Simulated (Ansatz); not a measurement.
# C₂H₇AlOSi: a ladder of functionals and wavefunction methods

How much do the methods differ for C₂H₇AlOSi? The plan is to run it at one geometry with functionals of several rungs and with coupled cluster, and see how far each lands from CCSD(T) at the basis-set limit for the atomisation energy.

Computed with Ansatz 0.2.0, Gaussian basis. Level: functionals in def2-TZVPP, the program's frozen cores in correlated methods.

The runs, in order: PBE-D4, r2SCAN-D4, PBE0-D4, B3LYP-D4, ωB97X-V, ωB97M-V, B2PLYP; CCSD(T)/def2-TZVPP; MP2/def2-QZVPP; extrapolation to the limit.

### 1 The relaxed structure

The geometry comes from an earlier relaxation with PBE0-D4/def2-TZVP; it is a stationary point, not always the lowest conformer.

SMILES `O/C=[C](\[AlH2])[SiH3]`, 12 atoms, charge 0, spin multiplicity 1.

Atoms are counted from 1 here; the program's logs count them from 0.

Bond lengths: O1–C2 1.338 Å, O1–H6 0.970 Å, C2–C3 1.350 Å, C2–H7 1.091 Å, C3–Al4 1.922 Å, C3–Si5 1.849 Å, Al4–H8 1.580 Å, Al4–H9 1.601 Å, Si5–H10 1.491 Å, Si5–H11 1.490 Å, Si5–H12 1.490 Å. Angles: C2–O1–H6 109.6°, O1–C2–C3 127.8°, O1–C2–H7 108.9°, C3–C2–H7 123.3°, C2–C3–Al4 120.5°, C2–C3–Si5 117.0°, Al4–C3–Si5 122.5°, C3–Al4–H8 123.3°, C3–Al4–H9 115.8°, H8–Al4–H9 120.9°, C3–Si5–H10 110.1°, C3–Si5–H11 111.5°, C3–Si5–H12 111.5°, H10–Si5–H11 108.5°, H10–Si5–H12 108.5°, H11–Si5–H12 106.7°.

Coordinates:

```xyz
12
charge 0, multiplicity 1
O    -0.3637    2.2048    0.9818
C     0.4061    1.2743    0.4050
C     0.0488    0.0346    0.0077
Al   -1.7556   -0.5838    0.2444
Si    1.3652   -1.0109   -0.7618
H    -1.2651    1.8613    1.0878
H     1.4156    1.6715    0.2918
H    -2.2451   -2.0202   -0.1959
H    -2.7643    0.4556    0.9268
H     2.6522   -0.2589   -0.8131
H     0.9993   -1.4156   -2.1481
H     1.5834   -2.2678    0.0078
```

### 2 PBE-D4 (GGA)

Input file in.yaml:

```yaml
crystal:
  periodic: [false, false, false]
  atoms:
    - {symbol: O, position_ang: [-0.363705, 2.204819, 0.981800]}
    - {symbol: C, position_ang: [0.406068, 1.274337, 0.404976]}
    - {symbol: C, position_ang: [0.048819, 0.034625, 0.007660]}
    - {symbol: Al, position_ang: [-1.755611, -0.583773, 0.244425]}
    - {symbol: Si, position_ang: [1.365241, -1.010938, -0.761826]}
    - {symbol: H, position_ang: [-1.265050, 1.861252, 1.087758]}
    - {symbol: H, position_ang: [1.415590, 1.671501, 0.291825]}
    - {symbol: H, position_ang: [-2.245096, -2.020248, -0.195890]}
    - {symbol: H, position_ang: [-2.764297, 0.455592, 0.926757]}
    - {symbol: H, position_ang: [2.652179, -0.258864, -0.813128]}
    - {symbol: H, position_ang: [0.999314, -1.415627, -2.148114]}
    - {symbol: H, position_ang: [1.583447, -2.267775, 0.007756]}
basis:
  gaussian: {orbitals: def2-TZVPP}
hamiltonian: {xc: pbe, dispersion: d4}
output: {forces: true, orbitals: {seedname: orbitals}}
```

Started as:

```sh
ansatz run in.yaml --threads 4 --pin off --events-out ev --progress --plain --max-ram 10444MiB
```

The runs that follow: r2SCAN-D4 (meta-GGA); PBE0-D4 (hybrid); B3LYP-D4 (hybrid); ωB97X-V (range-separated); ωB97M-V (range-separated); B2PLYP (double hybrid); CCSD(T) in def2-TZVPP; MP2 in def2-QZVPP.

**Question.** What will the summary of the whole plan be? Wanted: atomisation energy, CCSD(T)/CBS; farthest; mean size of error, hybrid; mean size of error, range-separated; gap, smallest and largest; T1 diagnostic; triples share of the correlation energy.

As calculated:

| quantity | value |
| --- | --- |
| atomisation energy, CCSD(T)/CBS | 4138.1 kJ/mol |
| functionals within 20.7 kJ/mol (0.5 %) | r2SCAN-D4, PBE0-D4, B3LYP-D4, ωB97X-V, ωB97M-V |
| farthest | B2PLYP (-53.8 kJ/mol) |
| mean size of error, hybrid | 11.2 kJ/mol |
| mean size of error, range-separated | 11.3 kJ/mol |
| gap, smallest and largest | 3.51 eV (PBE-D4), 9.54 eV (ωB97X-V) |
| T1 diagnostic | 0.0136 |
| triples share of the correlation energy | 4.0 % |

What this shows: PBE-D4 is off by +47.8 kJ/mol, about 4.3 kJ/mol a bond. Double hybrids carry the basis error of their MP2 part in triple zeta, and no dispersion term here, so their miss is partly the set-up's. The reference freezes the cores and leaves out relativity and excitations past (T), so misses under about 20.7 kJ/mol can't be ranked. Hartree-Fock recovers 73 % of the binding; the rest is correlation. The gap grows from 3.5 to 9.5 eV across the functionals, mostly with the share of exact exchange.
